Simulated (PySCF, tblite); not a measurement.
**C8H10O: infrared bands and NMR shifts**

Wanted: the infrared bands and NMR shifts of C8H10O (`COCc1ccccc1`), by calculation.

Computed with tblite 0.8.0 and PySCF 2.14.0, with density-fitted response routines of our own, on a single molecule in the gas phase. Atoms count from 0, in the outputs and in this text.

## Step 1: Starting geometry

19 atoms, charge 0, multiplicity 1; geometry from: GFN2-xTB.

Bonds of the start (Å): C0–O1 1.40, O1–C2 1.41, C2–C3 1.51, C3–C4 1.39, C4–C5 1.38, C5–C6 1.38, C6–C7 1.39, C7–C8 1.38, C8–C3 1.39, C0–H9 1.10, C0–H10 1.10, C0–H11 1.09, C2–H12 1.10, C2–H13 1.10, C4–H14 1.08, C5–H15 1.08, C6–H16 1.08, C7–H17 1.08, C8–H18 1.08.

## Step 2: Vibrational analysis with GFN2-xTB

What the job is given:

```
{"job": {"kind": "ir", "xc": "GFN2-xTB", "basis": "xTB"}, "charge": 0, "multiplicity": 1}
C     -2.536719    -0.182346     0.822117
O     -1.961173    -1.354211     0.303179
C     -1.118178    -1.117521    -0.803945
C      0.136371    -0.355136    -0.448975
C      0.556229     0.731201    -1.203440
C      1.707141     1.419592    -0.859695
C      2.443026     1.033479     0.247089
C      2.023753    -0.043426     1.010744
C      0.878777    -0.736083     0.662470
H     -3.158254     0.318634     0.068817
H     -1.773164     0.521498     1.172935
H     -3.159209    -0.488567     1.660102
H     -0.855740    -2.113459    -1.176351
H     -1.669382    -0.583701    -1.593902
H     -0.019689     1.040312    -2.064678
H      2.025413     2.263510    -1.454186
H      3.338705     1.573532     0.516724
H      2.591958    -0.344394     1.878705
H      0.540331    -1.573663     1.254827
```

**Question.** This job is followed by: GIAO PBE0/pcSseg-1 NMR shielding, non-relativistic, gas phase. What will the session give for the following? strongest single infrared mode (GFN2-xTB); zero-point energy (GFN2-xTB); ¹³C shifts against TMS (PBE0/pcSseg-1, means over atoms taken as alike); ¹H shifts against TMS (PBE0/pcSseg-1, means over atoms taken as alike); ¹⁷O shifts against H2O (PBE0/pcSseg-1).

**Answer**, as computed:

| quantity | value |
| --- | --- |
| strongest single infrared mode (GFN2-xTB) | 3088 cm⁻¹, 77 km/mol |
| zero-point energy (GFN2-xTB) | 98.1 kcal/mol |
| ¹³C shifts against TMS (PBE0/pcSseg-1, means over atoms taken as alike) | 145.7, 134.1, 134.0, 133.3, 78.8, 57.9 ppm |
| ¹H shifts against TMS (PBE0/pcSseg-1, means over atoms taken as alike) | 7.72, 7.66, 7.58, 4.67, 3.21 ppm |
| ¹⁷O shifts against H2O (PBE0/pcSseg-1) | 33.1 ppm |

What this shows: All 51 modes are real, so the xTB geometry is a minimum. The strongest single mode, at 3088 cm⁻¹, is spread over several atoms, H18, H15, H16 among them. GFN2-xTB is a fitted tight-binding method: band positions and strengths are rough. Its intensities can rank the bands wrongly. NICS(1)zz of -29 ppm above the planar ring from C3 marks a diatropic (aromatic) ring current.
